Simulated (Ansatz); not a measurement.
# ClGaH2: single point in a Gaussian basis

The task is a single point in a Gaussian basis, for ClGaH2.

All numbers are computed with Ansatz 0.2.0, driven from Python. Level of theory: PBE0/def2-SVP.

## Step 1: The structure

Bond lengths: Cl1–Ga2 2.200 Å, Ga2–H3 1.385 Å, Ga2–H4 1.429 Å. Angles: Cl1–Ga2–H3 105.8°, Cl1–Ga2–H4 120.1°, H3–Ga2–H4 134.0°.

No structure file is read: the coordinates are typed or built in the script.

## Step 2: Script

energy_clgah2.py

```python
"""Single point of ClGaH2."""

import ansatz as az
import numpy as np

geometry_ang = [
    ("Cl", (-1.6931, 0.4095, -0.7847)),
    ("Ga", (0.2702, -0.0455, 0.0984)),
    ("H", (0.484, -1.3943, -0.1301)),
    ("H", (0.9945, 0.9701, 0.7961)),
]
geometry = az.Crystal.molecule()
for symbol, xyz in geometry_ang:
    geometry = geometry.atom(symbol, xyz)

model = geometry.calculation()
model = model.basis(gaussian="def2-SVP").functional("pbe0")
model = model.forces()
print(model.to_yaml())
res = model.run(threads=1)
rep = res.report

for key in ("converged", "free_energy_ev", "reference_energy_ev", "n_frozen", "n_occupied", "n_virtual"):
    print(f"{key:22s} {rep[key]}")

state = rep["mean_field"]["state"]
print(f"mean field: {state['energy']['hartree']:.7f} Ha, <S^2> = {abs(state['spin_squared']):.4f}, stability: {state.get('stability', {}).get('kind')}")

symbols = [site.symbol for site in geometry.cartesian_sites]
forces = np.array(rep["forces_ev_ang"])
print("largest force", round(float(np.linalg.norm(forces, axis=1).max()), 4), "eV/A, rms", round(float(np.sqrt((forces ** 2).mean())), 4))

charges = rep["charge_distribution"]
print("dipole moment", round(4.803205 * float(np.linalg.norm(charges["dipole_moment_e_ang"])), 3), "D")
print("Mulliken:", [(s, round(q, 3)) for s, q in zip(symbols, charges["mulliken_charges_e"])])
```

## Step 3: Launch

Command:

```bash
$ python energy_clgah2.py
```

Q: Predict the main results. Wanted: total energy; largest force; dipole moment.

**Answer**, as computed:

| quantity | value |
| --- | --- |
| total energy | -64912.0834 eV |
| largest force | 3.819 eV/Å |
| dipole moment | 2.47 D |

In words: Forces reach 3.82 eV/Å, so the atoms aren't at rest. The geometry is a force-field or estimated start, not a minimum of this method, and the basis set is short of its limit.
